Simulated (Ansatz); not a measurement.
# C₅H₄Cl₂F₄O₂Ti: up Jacob's ladder to CCSD(T)

How much do the methods differ for C₅H₄Cl₂F₄O₂Ti? The plan is to run it at one geometry with functionals of several rungs and with coupled cluster. Orbital energies and run times are compared, and the correlation energy is taken apart.

Method: functionals in def2-TZVPP, the program's frozen cores in correlated methods; program: Ansatz 0.2.0, Gaussian basis.

Plan: LDA (SPW92), PBE-D4, revPBE-D4, BLYP-D4, r2SCAN-D4, B97M-V, PBE0-D4, B3LYP-D4, r2SCANh-D4, r2SCAN0-D4, HSE06-D4, BHLYP-D4, CAM-B3LYP-D4, LC-ωPBE, ωB97X-V, ωB97M-V, B2PLYP, PBE-QIDH; CCSD(T)/def2-SVP; CCSD(T)/def2-TZVPP; MP2/def2-QZVPP; extrapolation to the limit; RPA on PBE.

## (1) The relaxed structure

All runs share one geometry, relaxed beforehand with PBE0-D4 in a triple-zeta def2 set.

SMILES `CC1=CC(C(F)(F)F)=[O+][Ti-]([F])([Cl])([Cl])[O]1`, 18 atoms, charge 0, spin multiplicity 1.

Atoms are counted from 1 here; the program's logs count them from 0.

Bond lengths: C1–C2 1.486 Å, C1–H15 1.093 Å, C1–H16 1.088 Å, C1–H17 1.093 Å, C2–C3 1.382 Å, C2–O14 1.285 Å, C3–C4 1.394 Å, C3–H18 1.079 Å, C4–C5 1.539 Å, C4–O9 1.245 Å, C5–F6 1.336 Å, C5–F7 1.318 Å, C5–F8 1.336 Å, O9–Ti10 2.072 Å, Ti10–F11 1.743 Å, Ti10–Cl12 2.215 Å, Ti10–Cl13 2.189 Å, Ti10–O14 1.918 Å. Angles: C2–C1–H15 109.0°, C2–C1–H16 112.1°, C2–C1–H17 109.0°, H15–C1–H16 109.8°, H15–C1–H17 106.9°, H16–C1–H17 109.8°, C1–C2–C3 122.1°, C1–C2–O14 115.3°, C3–C2–O14 122.6°, C2–C3–C4 119.7°, C2–C3–H18 120.3°, C4–C3–H18 120.0°, C3–C4–C5 117.5°, C3–C4–O9 126.1°, C5–C4–O9 116.4°, C4–C5–F6 109.8°, C4–C5–F7 111.9°, C4–C5–F8 109.9° and more.

Geometry (Å):

```xyz
18
charge 0, multiplicity 1
C    -1.09009   -1.24851    2.15849
C    -0.38925   -0.64244    0.99617
C    -1.01055    0.25702    0.15068
C    -0.31626    0.77009   -0.94371
C    -1.06544    1.74720   -1.86774
F    -1.45607    2.81871   -1.17140
F    -0.31255    2.14720   -2.87252
F    -2.16060    1.16034   -2.35991
O     0.86042    0.50728   -1.25446
Ti    2.31490   -0.63061   -0.31524
F     2.56239   -1.29770   -1.90651
Cl    3.56836   -2.08362    0.79097
Cl    3.39681    1.22188    0.11922
O     0.82856   -1.01782    0.83352
H    -1.07841   -2.33630    2.05404
H    -2.11615   -0.89747    2.24648
H    -0.53758   -1.01125    3.07099
H    -2.03590    0.54731    0.32274
```

## (2) LDA

This LDA is Slater exchange with PW92 correlation.

Input file in.yaml:

```yaml
crystal:
  periodic: [false, false, false]
  atoms:
    - {symbol: C, position_ang: [-1.090092, -1.248514, 2.158495]}
    - {symbol: C, position_ang: [-0.389250, -0.642443, 0.996169]}
    - {symbol: C, position_ang: [-1.010547, 0.257020, 0.150679]}
    - {symbol: C, position_ang: [-0.316259, 0.770091, -0.943705]}
    - {symbol: C, position_ang: [-1.065444, 1.747205, -1.867740]}
    - {symbol: F, position_ang: [-1.456068, 2.818711, -1.171404]}
    - {symbol: F, position_ang: [-0.312546, 2.147201, -2.872520]}
    - {symbol: F, position_ang: [-2.160598, 1.160339, -2.359910]}
    - {symbol: O, position_ang: [0.860425, 0.507285, -1.254461]}
    - {symbol: Ti, position_ang: [2.314898, -0.630607, -0.315240]}
    - {symbol: F, position_ang: [2.562387, -1.297704, -1.906513]}
    - {symbol: Cl, position_ang: [3.568364, -2.083623, 0.790967]}
    - {symbol: Cl, position_ang: [3.396813, 1.221884, 0.119218]}
    - {symbol: O, position_ang: [0.828560, -1.017825, 0.833522]}
    - {symbol: H, position_ang: [-1.078410, -2.336301, 2.054038]}
    - {symbol: H, position_ang: [-2.116152, -0.897474, 2.246482]}
    - {symbol: H, position_ang: [-0.537584, -1.011252, 3.070987]}
    - {symbol: H, position_ang: [-2.035898, 0.547309, 0.322737]}
basis:
  gaussian: {orbitals: def2-TZVPP}
hamiltonian: {xc: lda}
output: {orbitals: {seedname: orbitals}}
```

Launch:

```bash
$ ansatz run in.yaml --threads 11 --pin off --events-out ev --progress --plain --max-ram 110592MiB --backend cuda --devices 0, --max-vram 75GiB
```

Standard output:

```text
Functional definition: SPW92
  name "SPW92"
  cite "Dirac, Proc. Camb. Phil. Soc. 26, 376 (1930) doi:10.1017/S0305004100016108"
  cite "Slater, Phys. Rev. 81, 385 (1951) doi:10.1103/PhysRev.81.385"
  cite "Perdew & Wang, Phys. Rev. B 45, 13244 (1992) doi:10.1103/PhysRevB.45.13244"
  exchange = slater_x
  correlation = pw_c
3082 factors; their error is unknown
mean field evaluation 1: about -68089.8186 eV, gradient 1.0e2 eV
mean field evaluation 2: about -68024.9820 eV, gradient 2.0e2 eV
mean field evaluation 4: about -68102.6700 eV, gradient 6.2e1 eV
mean field evaluation 8: about -68109.3288 eV, gradient 3.9e0 eV
mean field evaluation 16: about -68109.3003 eV, gradient 1.5e-1 eV
mean field -68109.30033587 eV, -2502.9706212014 hartree, gradient 3.6e-5 eV, S^2 0.000000; 0 other end points of the search recorded, 0 dependent functions left out
reference -68109.30039193 eV, -2502.9706232617 hartree; 71, 71 occupied and 474, 474 virtual orbitals, 3082 factors
Total energy: -68109.30039193 eV, -2502.9706232617 hartree
```

Wall time 2.1 s (1 × H100 with 11 threads of AMD EPYC 7R13, shared host); peak host memory 1.1 GiB.

HOMO -7.41 eV, LUMO -4.46 eV.

## (3) PBE-D4 (GGA)

Changes to in.yaml since step 2:

```diff
@@ -23,3 +23,3 @@
   gaussian: {orbitals: def2-TZVPP}
-hamiltonian: {xc: lda}
-output: {orbitals: {seedname: orbitals}}
+hamiltonian: {xc: pbe, dispersion: d4}
+output: {forces: true, orbitals: {seedname: orbitals}}
```

Same command.

Standard output (excerpt; [...] marks lines left out):

```text
Functional definition: PBE
  name "PBE"
  cite "Perdew, Burke & Ernzerhof, Phys. Rev. Lett. 77, 3865 (1996) doi:10.1103/PhysRevLett.77.3865"
  parent pbe
[...]
3082 factors; their error is unknown
[...]
mean field -68352.80841209 eV, -2511.9193779468 hartree, gradient 2.2e-5 eV, S^2 0.000000; 0 other end points of the search recorded, 0 dependent functions left out
[...]
reference -68352.80847272 eV, -2511.9193801747 hartree; 71, 71 occupied and 474, 474 virtual orbitals, 3082 factors
Total energy: -68353.46988027 eV, -2511.9436864540 hartree
Atom 0 at    -1.090092    -1.248514     2.158495 Å, force    -0.032190    -0.006287     0.023448 eV/Å
Atom 1 at    -0.389250    -0.642443     0.996169 Å, force    -0.433643     0.012071     0.217752 eV/Å
Atom 2 at    -1.010547     0.257020     0.150679 Å, force    -0.146009     0.067699     0.007226 eV/Å
[...]
Atom 8 at     0.860425     0.507285    -1.254461 Å, force     0.830293    -0.099925    -0.350014 eV/Å
Atom 9 at     2.314898    -0.630607    -0.315240 Å, force     0.074207     0.121491     0.227637 eV/Å
Atom 10 at     2.562387    -1.297704    -1.906513 Å, force     0.095640    -0.271326    -0.642842 eV/Å
Atom 11 at     3.568364    -2.083623     0.790967 Å, force     0.217853    -0.257355     0.188725 eV/Å
Atom 12 at     3.396813     1.221884     0.119218 Å, force     0.189611     0.337923     0.074875 eV/Å
Atom 13 at     0.828560    -1.017825     0.833522 Å, force     0.417650    -0.327256     0.167134 eV/Å
Atom 14 at    -1.078410    -2.336301     2.054038 Å, force    -0.010285    -0.223782     0.010358 eV/Å
Atom 15 at    -2.116152    -0.897474     2.246482 Å, force    -0.210434     0.060045     0.034235 eV/Å
Atom 16 at    -0.537584    -1.011252     3.070987 Å, force     0.092798     0.027322     0.203139 eV/Å
Atom 17 at    -2.035898     0.547309     0.322737 Å, force    -0.230166     0.062508     0.042223 eV/Å
Dipole moment:    -1.016481    -0.057219     0.553628 e Å
```

Run time: 2.8 s. Hardware: 1 × H100 with 11 threads of AMD EPYC 7R13, shared host; peak host memory 1.1 GiB.

HOMO -7.19 eV, LUMO -4.20 eV.

## (4) revPBE-D4 (GGA)

Changes to in.yaml since step 3:

```diff
@@ -23,3 +23,3 @@
   gaussian: {orbitals: def2-TZVPP}
-hamiltonian: {xc: pbe, dispersion: d4}
-output: {forces: true, orbitals: {seedname: orbitals}}
+hamiltonian: {xc: {name: revPBE}, dispersion: d4}
+output: {orbitals: {seedname: orbitals}}
```

Launched as before.

Standard output:

```text
Functional definition: revPBE
  name "revPBE"
  cite "Zhang & Yang, Phys. Rev. Lett. 80, 890 (1998) doi:10.1103/PhysRevLett.80.890"
  cite "Perdew, Burke & Ernzerhof, Phys. Rev. Lett. 77, 3865 (1996) doi:10.1103/PhysRevLett.77.3865"
  parameter kappa = 1.245
  parameter beta = 0.06672455060314922
  exchange = pbe_x(kappa = kappa, mu = beta*pi^2/3)
  correlation = pbe_c(beta = beta)
3082 factors; their error is unknown
mean field evaluation 1: about -68357.9187 eV, gradient 9.8e1 eV
mean field evaluation 2: about -68261.2746 eV, gradient 2.5e2 eV
mean field evaluation 4: about -68363.9595 eV, gradient 8.4e1 eV
mean field evaluation 8: about -68375.7522 eV, gradient 4.4e0 eV
mean field evaluation 16: about -68375.7290 eV, gradient 6.6e-1 eV
mean field -68375.72950371 eV, -2512.7617125275 hartree, gradient 1.5e-5 eV, S^2 0.000000; 0 other end points of the search recorded, 0 dependent functions left out
reference -68375.72957991 eV, -2512.7617153275 hartree; 71, 71 occupied and 474, 474 virtual orbitals, 3082 factors
Total energy: -68377.60058394 eV, -2512.8304734576 hartree
```

It took 2.5 s on 1 × H100 with 11 threads of AMD EPYC 7R13, shared host; peak host memory 1.1 GiB.

HOMO -7.11 eV, LUMO -4.10 eV.

## (5) BLYP-D4 (GGA)

Changes to in.yaml since step 4:

```diff
@@ -23,3 +23,3 @@
   gaussian: {orbitals: def2-TZVPP}
-hamiltonian: {xc: {name: revPBE}, dispersion: d4}
+hamiltonian: {xc: {name: BLYP}, dispersion: d4}
 output: {orbitals: {seedname: orbitals}}
```

The command is unchanged.

Standard output:

```text
Functional definition: BLYP
  name "BLYP"
  cite "Becke, Phys. Rev. A 38, 3098 (1988) doi:10.1103/PhysRevA.38.3098"
  cite "Lee, Yang & Parr, Phys. Rev. B 37, 785 (1988) doi:10.1103/PhysRevB.37.785"
  parameter beta = 0.0042
  parameter a = 0.04918
  parameter b = 0.132
  parameter c = 0.2533
  parameter d = 0.349
  exchange = b88_x(beta = beta)
  correlation = lyp_c(a = a, b = b, c = c, d = d)
3082 factors; their error is unknown
mean field evaluation 1: about -68366.0635 eV, gradient 1.1e2 eV
mean field evaluation 2: about -68220.7241 eV, gradient 3.0e2 eV
mean field evaluation 4: about -68370.0364 eV, gradient 1.0e2 eV
mean field evaluation 8: about -68387.1253 eV, gradient 5.1e0 eV
mean field evaluation 16: about -68387.1156 eV, gradient 6.9e-1 eV
mean field -68387.11618690 eV, -2513.1801654164 hartree, gradient 3.3e-5 eV, S^2 0.000000; 0 other end points of the search recorded, 0 dependent functions left out
reference -68387.11669098 eV, -2513.1801839409 hartree; 71, 71 occupied and 474, 474 virtual orbitals, 3082 factors
Total energy: -68388.52110832 eV, -2513.2317953262 hartree
```

It took 2.3 s on 1 × H100 with 11 threads of AMD EPYC 7R13, shared host; peak host memory 1.1 GiB.

HOMO -7.04 eV, LUMO -4.08 eV.

## (6) r2SCAN-D4 (meta-GGA)

Changes to in.yaml since step 5:

```diff
@@ -23,3 +23,3 @@
   gaussian: {orbitals: def2-TZVPP}
-hamiltonian: {xc: {name: BLYP}, dispersion: d4}
-output: {orbitals: {seedname: orbitals}}
+hamiltonian: {xc: r2scan, dispersion: d4}
+output: {forces: true, orbitals: {seedname: orbitals}}
```

The command is unchanged.

Standard output (excerpt; [...] marks lines left out):

```text
Functional definition: r2SCAN
  name "r2SCAN"
  cite "Furness, Kaplan, Ning, Perdew & Sun, J. Phys. Chem. Lett. 11, 8208 (2020) doi:10.1021/acs.jpclett.0c02405"
  cite "Furness, Kaplan, Ning, Perdew & Sun, J. Phys. Chem. Lett. 11, 9248 (2020) doi:10.1021/acs.jpclett.0c03077"
  parent r2scan
[...]
3082 factors; their error is unknown
[...]
mean field -68378.41528103 eV, -2512.8604130232 hartree, gradient 1.4e-5 eV, S^2 0.000000; 0 other end points of the search recorded, 0 dependent functions left out
[...]
reference -68378.41529879 eV, -2512.8604136760 hartree; 71, 71 occupied and 474, 474 virtual orbitals, 3082 factors
Total energy: -68378.59993557 eV, -2512.8671989526 hartree
Atom 0 at    -1.090092    -1.248514     2.158495 Å, force    -0.067124    -0.038701     0.085509 eV/Å
Atom 1 at    -0.389250    -0.642443     0.996169 Å, force    -0.256852     0.019817     0.113865 eV/Å
[...]
Atom 8 at     0.860425     0.507285    -1.254461 Å, force     0.415967    -0.071428    -0.178626 eV/Å
Atom 9 at     2.314898    -0.630607    -0.315240 Å, force    -0.021373     0.074751     0.072813 eV/Å
Atom 10 at     2.562387    -1.297704    -1.906513 Å, force     0.036731    -0.120093    -0.309479 eV/Å
Atom 11 at     3.568364    -2.083623     0.790967 Å, force     0.138620    -0.173008     0.107154 eV/Å
Atom 12 at     3.396813     1.221884     0.119218 Å, force     0.127004     0.225598     0.043155 eV/Å
Atom 13 at     0.828560    -1.017825     0.833522 Å, force     0.162685    -0.165988     0.099168 eV/Å
Atom 14 at    -1.078410    -2.336301     2.054038 Å, force     0.004895     0.013329     0.018443 eV/Å
Atom 15 at    -2.116152    -0.897474     2.246482 Å, force     0.023949    -0.011011     0.002337 eV/Å
Atom 16 at    -0.537584    -1.011252     3.070987 Å, force    -0.008217    -0.019967    -0.006503 eV/Å
Atom 17 at    -2.035898     0.547309     0.322737 Å, force    -0.002606     0.004980    -0.005517 eV/Å
Dipole moment:    -1.053764    -0.065150     0.576046 e Å
```

Wall time 2.7 s (1 × H100 with 11 threads of AMD EPYC 7R13, shared host); peak host memory 1.2 GiB.

HOMO -7.48 eV, LUMO -4.21 eV.

## (7) B97M-V (meta-GGA)

Changes to in.yaml since step 6:

```diff
@@ -23,3 +23,3 @@
   gaussian: {orbitals: def2-TZVPP}
-hamiltonian: {xc: r2scan, dispersion: d4}
-output: {forces: true, orbitals: {seedname: orbitals}}
+hamiltonian: {xc: {name: B97M-V}}
+output: {orbitals: {seedname: orbitals}}
```

The command is unchanged.

Standard output (excerpt; [...] marks lines left out):

```text
Functional definition: B97M-V
  name "B97M-V"
  cite "Mardirossian & Head-Gordon, J. Chem. Phys. 142, 074111 (2015) doi:10.1063/1.4907719"
  cite "Becke, J. Chem. Phys. 107, 8554 (1997) doi:10.1063/1.475007"
  cite "Vydrov & Van Voorhis, J. Chem. Phys. 133, 244103 (2010) doi:10.1063/1.3521275"
  # Of w^i u^j: cxij and so on, Table III.
[...]
  gx(w, u) = cx00 + cx01*u + cx02*u^2 + (cx10 + cx11*u)*w
  gss(w, u) = css00 + css02*u^2 + css10*w + (css32*w^3 + css42*w^4)*u^2
  gos(w, u) = cos00 + cos01*u + cos03*u^3 + cos10*w + cos32*w^3*u^2
[...]
      + integral(e_c_pw_mod_opposite_spin*gos(b97_w_opposite, b97_u_opposite)) + vv10(b, c)
3082 factors; their error is unknown
[...]
mean field -68372.79234170 eV, -2512.6537738143 hartree, gradient 4.7e-5 eV, S^2 0.000000; 0 other end points of the search recorded, 0 dependent functions left out
reference -68372.79242976 eV, -2512.6537770504 hartree; 71, 71 occupied and 474, 474 virtual orbitals, 3082 factors
Total energy: -68372.79242976 eV, -2512.6537770504 hartree
```

It took 3 s on 1 × H100 with 11 threads of AMD EPYC 7R13, shared host; peak host memory 1.3 GiB.

HOMO -7.50 eV, LUMO -4.21 eV.

## (8) PBE0-D4 (hybrid)

Changes to in.yaml since step 7:

```diff
@@ -23,3 +23,3 @@
   gaussian: {orbitals: def2-TZVPP}
-hamiltonian: {xc: {name: B97M-V}}
+hamiltonian: {xc: pbe0, dispersion: d4}
 output: {orbitals: {seedname: orbitals}}
```

Launched as before.

Standard output:

```text
Functional definition: PBE0
  name "PBE0"
  cite "Adamo & Barone, J. Chem. Phys. 110, 6158 (1999) doi:10.1063/1.478522"
  cite "Perdew, Burke & Ernzerhof, Phys. Rev. Lett. 77, 3865 (1996) doi:10.1103/PhysRevLett.77.3865"
  parent pbe
  parameter a = 0.25
  parameter kappa = 0.804
  parameter beta = 0.06672455060314922
  exchange = (1 - a)*pbe_x(kappa = kappa, mu = beta*pi^2/3) + a*exact_x
  correlation = pbe_c(beta = beta)
3224 factors; their error is unknown
mean field evaluation 1: about -68341.1150 eV, gradient 8.9e1 eV
mean field evaluation 2: about -68173.9634 eV, gradient 3.7e2 eV
mean field evaluation 4: about -68349.9048 eV, gradient 5.1e1 eV
mean field evaluation 8: about -68354.5590 eV, gradient 4.0e-1 eV
mean field evaluation 16: about -68354.7926 eV, gradient 9.2e-3 eV
mean field -68354.79264955 eV, -2511.9922973284 hartree, gradient 1.9e-5 eV, S^2 0.000000; 0 other end points of the search recorded, 0 dependent functions left out
reference -68354.79269415 eV, -2511.9922989673 hartree; 71, 71 occupied and 474, 474 virtual orbitals, 3224 factors
Total energy: -68355.36520652 eV, -2512.0133384089 hartree
```

It took 2.6 s on 1 × H100 with 11 threads of AMD EPYC 7R13, shared host; peak host memory 1.1 GiB.

HOMO -8.38 eV, LUMO -3.44 eV.

## (9) B3LYP-D4 (hybrid)

B3LYP here takes the VWN-RPA correlation.

Changes to in.yaml since step 8:

```diff
@@ -23,3 +23,3 @@
   gaussian: {orbitals: def2-TZVPP}
-hamiltonian: {xc: pbe0, dispersion: d4}
-output: {orbitals: {seedname: orbitals}}
+hamiltonian: {xc: {name: B3LYP}, dispersion: d4}
+output: {forces: true, orbitals: {seedname: orbitals}}
```

Launched as before.

Standard output (excerpt; [...] marks lines left out):

```text
Functional definition: B3LYP
  name "B3LYP"
  cite "Stephens, Devlin, Chabalowski & Frisch, J. Phys. Chem. 98, 11623 (1994) doi:10.1021/j100096a001"
  cite "Becke, Phys. Rev. A 38, 3098 (1988) doi:10.1103/PhysRevA.38.3098"
  cite "Lee, Yang & Parr, Phys. Rev. B 37, 785 (1988) doi:10.1103/PhysRevB.37.785"
  cite "Vosko, Wilk & Nusair, Can. J. Phys. 58, 1200 (1980) doi:10.1139/p80-159"
[...]
3186 factors; their error is unknown
[...]
mean field -68390.51138015 eV, -2513.3049364671 hartree, gradient 2.5e-5 eV, S^2 0.000000; 0 other end points of the search recorded, 0 dependent functions left out
[...]
reference -68390.51175341 eV, -2513.3049501841 hartree; 71, 71 occupied and 474, 474 virtual orbitals, 3186 factors
Total energy: -68391.56325644 eV, -2513.3435922076 hartree
Atom 0 at    -1.090092    -1.248514     2.158495 Å, force    -0.089549    -0.091126     0.166505 eV/Å
[...]
Atom 8 at     0.860425     0.507285    -1.254461 Å, force     0.160961     0.008011    -0.124212 eV/Å
Atom 9 at     2.314898    -0.630607    -0.315240 Å, force    -0.022511     0.034200     0.127877 eV/Å
Atom 10 at     2.562387    -1.297704    -1.906513 Å, force     0.066036    -0.172675    -0.413601 eV/Å
Atom 11 at     3.568364    -2.083623     0.790967 Å, force     0.177695    -0.212440     0.148092 eV/Å
Atom 12 at     3.396813     1.221884     0.119218 Å, force     0.160523     0.284599     0.064847 eV/Å
Atom 13 at     0.828560    -1.017825     0.833522 Å, force     0.109574    -0.118982     0.086608 eV/Å
Atom 14 at    -1.078410    -2.336301     2.054038 Å, force    -0.015228     0.047890     0.019102 eV/Å
Atom 15 at    -2.116152    -0.897474     2.246482 Å, force     0.049855    -0.028624     0.011547 eV/Å
Atom 16 at    -0.537584    -1.011252     3.070987 Å, force    -0.041256    -0.016270    -0.029157 eV/Å
Atom 17 at    -2.035898     0.547309     0.322737 Å, force     0.084647    -0.025477    -0.010487 eV/Å
Dipole moment:    -1.047708    -0.059130     0.595008 e Å
```

Wall time 2.9 s (1 × H100 with 11 threads of AMD EPYC 7R13, shared host); peak host memory 1.4 GiB.

HOMO -8.17 eV, LUMO -3.66 eV.

## (10) r2SCANh-D4 (hybrid)

Changes to in.yaml since step 9:

```diff
@@ -23,3 +23,3 @@
   gaussian: {orbitals: def2-TZVPP}
-hamiltonian: {xc: {name: B3LYP}, dispersion: d4}
-output: {forces: true, orbitals: {seedname: orbitals}}
+hamiltonian: {xc: {name: r2SCANh}, dispersion: d4}
+output: {orbitals: {seedname: orbitals}}
```

The command is unchanged.

Standard output (excerpt; [...] marks lines left out):

```text
Functional definition: r2SCANh
  name "r2SCANh"
  cite "Bursch, Neugebauer, Ehlert & Grimme, J. Chem. Phys. 156, 134105 (2022) doi:10.1063/5.0086040"
  cite "Furness, Kaplan, Ning, Perdew & Sun, J. Phys. Chem. Lett. 11, 8208 (2020) doi:10.1021/acs.jpclett.0c02405"
  cite "Furness, Kaplan, Ning, Perdew & Sun, J. Phys. Chem. Lett. 11, 9248 (2020) doi:10.1021/acs.jpclett.0c03077"
  parent r2scan
[...]
3091 factors; their error is unknown
[...]
mean field -68376.59337909 eV, -2512.7934593619 hartree, gradient 9.6e-6 eV, S^2 0.000000; 0 other end points of the search recorded, 0 dependent functions left out
reference -68376.59339533 eV, -2512.7934599589 hartree; 71, 71 occupied and 474, 474 virtual orbitals, 3091 factors
Total energy: -68376.79041146 eV, -2512.8007001678 hartree
```

It took 2.7 s on 1 × H100 with 11 threads of AMD EPYC 7R13, shared host; peak host memory 1.2 GiB.

HOMO -7.92 eV, LUMO -3.90 eV.

## (11) r2SCAN0-D4 (hybrid)

Changes to in.yaml since step 10:

```diff
@@ -23,3 +23,3 @@
   gaussian: {orbitals: def2-TZVPP}
-hamiltonian: {xc: {name: r2SCANh}, dispersion: d4}
+hamiltonian: {xc: {name: r2SCAN0}, dispersion: d4}
 output: {orbitals: {seedname: orbitals}}
```

Same command.

Standard output (excerpt; [...] marks lines left out):

```text
Functional definition: r2SCAN0
  name "r2SCAN0"
  cite "Bursch, Neugebauer, Ehlert & Grimme, J. Chem. Phys. 156, 134105 (2022) doi:10.1063/5.0086040"
  cite "Furness, Kaplan, Ning, Perdew & Sun, J. Phys. Chem. Lett. 11, 8208 (2020) doi:10.1021/acs.jpclett.0c02405"
  cite "Furness, Kaplan, Ning, Perdew & Sun, J. Phys. Chem. Lett. 11, 9248 (2020) doi:10.1021/acs.jpclett.0c03077"
  parent r2scan
[...]
3224 factors; their error is unknown
[...]
mean field -68374.01869875 eV, -2512.6988416048 hartree, gradient 3.4e-5 eV, S^2 0.000000; 0 other end points of the search recorded, 0 dependent functions left out
reference -68374.01871276 eV, -2512.6988421193 hartree; 71, 71 occupied and 474, 474 virtual orbitals, 3224 factors
Total energy: -68374.23488649 eV, -2512.7067863576 hartree
```

It took 2.6 s on 1 × H100 with 11 threads of AMD EPYC 7R13, shared host; peak host memory 1.2 GiB.

HOMO -8.58 eV, LUMO -3.43 eV.

## (12) HSE06-D4 (hybrid)

HSE06 is the plane-wave form, built on full-range PBE exchange.

Changes to in.yaml since step 11:

```diff
@@ -23,3 +23,3 @@
   gaussian: {orbitals: def2-TZVPP}
-hamiltonian: {xc: {name: r2SCAN0}, dispersion: d4}
+hamiltonian: {xc: hse06, dispersion: d4}
 output: {orbitals: {seedname: orbitals}}
```

Same command.

Standard output (excerpt; [...] marks lines left out):

```text
Functional definition: HSE06
  name "HSE06"
  cite "Heyd, Scuseria & Ernzerhof, J. Chem. Phys. 118, 8207 (2003) doi:10.1063/1.1564060"
  cite "Krukau, Vydrov, Izmaylov & Scuseria, J. Chem. Phys. 125, 224106 (2006) doi:10.1063/1.2404663"
  cite "Heyd & Scuseria, J. Chem. Phys. 120, 7274 (2004) doi:10.1063/1.1668634"
  cite "Ernzerhof & Perdew, J. Chem. Phys. 109, 3313 (1998) doi:10.1063/1.476928"
  cite "Perdew, Burke & Ernzerhof, Phys. Rev. Lett. 77, 3865 (1996) doi:10.1103/PhysRevLett.77.3865"
  parent pbe
[...]
  # The whole range is PBE's own exchange, as in plane waves. The composition of these papers is wPBEh.
[...]
3224 factors; their error is unknown
164 factors; integrals over basis functions are off by at most 2.9e-7 eV
[...]
mean field -68353.27607741 eV, -2511.9365643301 hartree, gradient 5.1e-5 eV, S^2 0.000000; 0 other end points of the search recorded, 0 dependent functions left out
reference -68353.27613680 eV, -2511.9365665127 hartree; 71, 71 occupied and 474, 474 virtual orbitals, 3224 factors
Total energy: -68353.81382531 eV, -2511.9563262011 hartree
```

Wall time 3 s (1 × H100 with 11 threads of AMD EPYC 7R13, shared host); peak host memory 1.2 GiB.

HOMO -7.99 eV, LUMO -3.82 eV.

(Part 1 of 2 ends here.)
